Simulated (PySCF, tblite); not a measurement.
# C₆H₈F₂S: geometry, infrared bands and NMR shifts

What infrared bands and NMR shifts should C₆H₈F₂S (`FC(F)[C@@H]1CCC(=S)C1`) show?

Programs: tblite 0.8.0 and PySCF 2.14.0, with density-fitted response routines of our own. Each step states its level of theory. These are calculated values for one molecule in the gas phase, unless marked as measured. Atoms are numbered from 0 throughout.

### Step 1. The molecule as given

17 atoms, charge 0, multiplicity 1; geometry from: force field or distance geometry start.

Bonds of the start (Å): F0–C1 1.39, C1–F2 1.38, C1–C3 1.51, C3–C4 1.49, C4–C5 1.50, C5–C6 1.48, C6–S7 1.42, C6–C8 1.48, C8–C3 1.52, C1–H9 1.13, C3–H10 1.09, C4–H11 1.13, C4–H12 1.12, C5–H13 1.11, C5–H14 1.12, C8–H15 1.11, C8–H16 1.09.

### Step 2. Geometry optimisation with GFN2-xTB

The job: settings as JSON, then the geometry in Å.

```
{"job": {"kind": "relax", "xc": "GFN2-xTB", "basis": "xTB"}, "charge": 0, "multiplicity": 1}
F      2.379500    -1.380400     0.673100
C      1.701300    -0.174000     0.499500
F      2.612800     0.833400     0.246200
C      0.636700    -0.276800    -0.566400
C     -0.122900     0.984000    -0.777700
C     -1.281600     1.001100     0.176300
C     -1.400700    -0.408300     0.597200
S     -2.296300    -0.873700     1.602200
C     -0.452900    -1.252000    -0.162600
H      1.208400     0.028200     1.501400
H      1.137500    -0.630700    -1.471200
H     -0.469600     1.101400    -1.846100
H      0.583700     1.840000    -0.609100
H     -2.200400     1.279000    -0.386900
H     -1.101700     1.692800     1.042100
H      0.017300    -2.028900     0.480700
H     -0.958000    -1.722900    -1.008600
```

Run with:

```sh
$ OMP_NUM_THREADS=1 python probes_run.py task.json out
```

This one command runs all jobs of the session in turn.

**Question.** This job is followed by: GFN2-xTB harmonic vibrations, gas phase; GIAO PBE0/pcSseg-1 NMR shielding, non-relativistic, gas phase. Predict these results of the whole session: strongest single infrared mode (GFN2-xTB); zero-point energy (GFN2-xTB); 13C shifts against TMS (PBE0/pcSseg-1); 1H shifts against TMS (PBE0/pcSseg-1); 19F shifts against CFCl3 (PBE0/pcSseg-1); 33S shifts against CS2 (PBE0/pcSseg-1).

The runs gave:

```
                                 quantity                                               value
strongest single infrared mode (GFN2-xTB)                               1036 cm⁻¹, 149 km/mol
             zero-point energy (GFN2-xTB)                                       80.8 kcal/mol
   13C shifts against TMS (PBE0/pcSseg-1)            283.9, 123.2, 56.4, 52.6, 49.0, 30.0 ppm
    1H shifts against TMS (PBE0/pcSseg-1)  5.79, 3.32, 3.22, 3.21, 2.99, 2.74, 2.44, 2.34 ppm
 19F shifts against CFCl3 (PBE0/pcSseg-1)                                  -143.7, -146.3 ppm
   33S shifts against CS2 (PBE0/pcSseg-1)                                             959 ppm
```

What this shows: The optimisation took 69 steps and gained 1.596 eV; among the close pairs (by a distance rule), C6–S7 changed most, from 1.424 to 1.617 Å. No mode is imaginary among the 45: a minimum at this level. The strongest single mode, at 1036 cm⁻¹, moves mainly C1. GFN2-xTB is a fitted tight-binding method: band positions and strengths are rough. Its intensities can rank the bands wrongly. The most deshielded carbon is C6 (thiocarbonyl carbon), at 283.9 ppm: the small n→π* gap of C=S deshields it strongly. The most deshielded hydrogen is H9 (hydrogen on an sp3 CH bonded to 2 F), at 5.79 ppm: its carbon carries F, which withdraws density. At PBE0/pcSseg-1: The widest tensor belongs to S7: span 2469 ppm, with a paramagnetic part of -1511 ppm.
